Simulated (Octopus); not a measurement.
Write the native input for Octopus 16.4 that does the following.

| Property | Result |
| --- | --- |
| Task | single point |
| Functional | PBEsol |
| Potentials or basis | pseudodojo_pbesol (PseudoDojo 0.4, PBEsol) |
| Grid spacing | 0.133 Å |
| k mesh | 13 × 13 × 13 |
| Occupations | fermi-dirac, width 0.05 eV |
| Spin | no spin polarisation |
| Eigensolver | chebyshev_filter |
| k-point symmetries used | yes |
| ConvRelDens | 3e-07 |
| ExtraStates | 6 |
| DerivativesOrder | 8 |

Crystal: C.

```xyz
2
Lattice="0.0000 1.7834 1.7834 1.7834 0.0000 1.7834 1.7834 1.7834 0.0000" Properties=species:S:1:pos:R:3 pbc="T T T"
C     2.6751    2.6751    2.6751
C     1.7834    1.7834    1.7834
```

This isn't the form of C at room conditions, which is graphite.

One way to write it, as run:

inp

```
CalculationMode = gs
UnitsOutput = eV_Angstrom
PeriodicDimensions = 3
ExperimentalFeatures = yes
PseudopotentialSet = pseudodojo_pbesol
%LatticeParameters
 1*angstrom | 1*angstrom | 1*angstrom
%
%LatticeVectors
 0 | 1.78337 | 1.78337
 1.78337 | 0 | 1.78337
 1.78337 | 1.78337 | 0
%
%ReducedCoordinates
 "C" | 0.75 | 0.75 | 0.75
 "C" | 0.5 | 0.5 | 0.5
%
%Spacing
 0.13274032*angstrom | 0.13274032*angstrom | 0.13274032*angstrom
%
DerivativesOrder = 8
%KPointsGrid
 13 | 13 | 13
%
KPointsUseSymmetries = yes
XCFunctional = gga_x_pbe_sol + gga_c_pbe_sol
SmearingFunction = fermi_dirac
Smearing = 0.05*eV
ExtraStates = 6
Eigensolver = chebyshev_filter
ConvRelDens = 3e-7
MaximumIter = 120
%Output
 density | cube
 elf | cube
 potential | cube
%
```

Potentials or basis: pseudodojo_pbesol (PseudoDojo 0.4, PBEsol).

Command:

```bash
$ OMP_NUM_THREADS=1 octopus > out.log
```

Results of the run:

* Band gap on the k mesh: 4.05 eV, indirect (least direct gap 5.56 eV)

Caveat: an odd mesh through Γ misses points on the zone boundary, where band edges often lie.

Run time: 2.8 min on 1 thread of Intel(R) Xeon(R) Platinum 8259CL CPU @ 2.50GHz (Skylake/Cascade Lake) (shared host), peak memory 0.54 GiB.
